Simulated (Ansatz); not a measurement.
# AlSn: relaxation by PAW and LAPW

Where does AlSn settle (cell and atoms relaxed from 1.08 times the given volume), by PAW and LAPW? Both runs start alike, so that frozen cores can be judged against all electrons.

Method: DFT PBE, scalar-relativistic, in Ansatz 0.2.0.

## (1) The system as given

Symmetry: P-6m2, No. 187, hexagonal system. The conventional cell has a = 4.307 Å, b = 4.307 Å, c = 3.393 Å, α = 90.00°, β = 90.00°, γ = 120.00°. Al (site symmetry -6m2) has 6 Sn at 3.01 Å and 2 Al at 3.39 Å as nearest neighbours. Sn (site symmetry -6m2) is surrounded by 6 Al at 3.01 Å and 2 Sn at 3.39 Å.

As a file:

```xyz
2
Lattice="4.3072 0.0000 0.0000 -2.1536 3.7301 0.0000 0.0000 0.0000 3.3928" Properties=species:S:1:pos:R:3 pbc="T T T"
Al    0.0000    0.0000    0.0000
Sn    0.0000    2.4868    1.6964
```

Atoms are numbered in the order of the input: Al1, Sn2.

## (2) PAW with frozen cores

Contents of input.yaml:

```yaml
crystal:
  lattice:
    - [4.3071957746, 0.0, 0.0]
    - [-2.1535978873, 3.7301409599, 0.0]
    - [0.0, 0.0, 3.3927772976]
  atoms:
    - { symbol: Al, position: [0.0, 0.0, 0.0] }
    - { symbol: Sn, position: [0.3333333333, 0.6666666667, 0.5] }
kpoints:
  mp_grid: { grid: [9, 9, 10] }
scf:
  occupations: { method: fermi_dirac, width: 0.05 }
hamiltonian:
  xc: pbe
  pseudopotentials: { kind: paw }
output:
  forces: true
  stress: true
  efg: { contact_densities: true }
  write_density: true
  write_potential: true
  elf: true
  volumetric_format: npy
relax:
  f_tol: 0.005
  max_steps: 80
  cell: {}
```

Started as:

```bash
$ ansatz run input.yaml --threads 1 --pin off --max-ram 2048MiB --backend cpu --events-out ev --progress --plain --runs-dir out
```

## (3) All-electron LAPW

Edit input.yaml of step 2 so:

```diff
@@ -14,3 +14,3 @@
   xc: pbe
-  pseudopotentials: { kind: paw }
+  pseudopotentials: { kind: all_electron, lapw: { basis_error: 0.001 } }
 output:
@@ -18,7 +18,2 @@
   stress: true
-  efg: { contact_densities: true }
-  write_density: true
-  write_potential: true
-  elf: true
-  volumetric_format: npy
 relax:
```

Before running it: what results should come out? Wanted: PAW: cell; PAW: volume; PAW: energy gained; PAW: accepted moves; PAW: space group; LAPW: cell; LAPW: volume; LAPW: energy gained; LAPW: accepted moves.

The runs gave:

| quantity | value |
| --- | --- |
| PAW: cell | a = 4.239 Å, b = 4.239 Å, c = 3.249 Å, α = 90.00°, β = 90.00°, γ = 120.00° |
| PAW: volume | 25.275 Å³/atom |
| PAW: energy gained | 26.9 meV/atom |
| PAW: accepted moves | 3 |
| PAW: space group | P-6m2 → P-6m2 |
| LAPW: cell | a = 4.238 Å, b = 4.238 Å, c = 3.249 Å, α = 90.00°, β = 90.00°, γ = 120.00° |
| LAPW: volume | 25.270 Å³/atom |
| LAPW: energy gained | 26.6 meV/atom |
| LAPW: accepted moves | 3 |
| LAPW: space group | P-6m2 → P-6m2 |

What this shows: By PAW the volume changes by -7.3 % in 3 moves, and the energy falls by 26.9 meV/atom. PAW's final volume lies +0.02 % from LAPW's, and its energy gain differs from LAPW's by +0.3 meV/atom. The price, with the outputs that each input asks for: 27 s for LAPW against 12 s for PAW, about 2.3 to one.
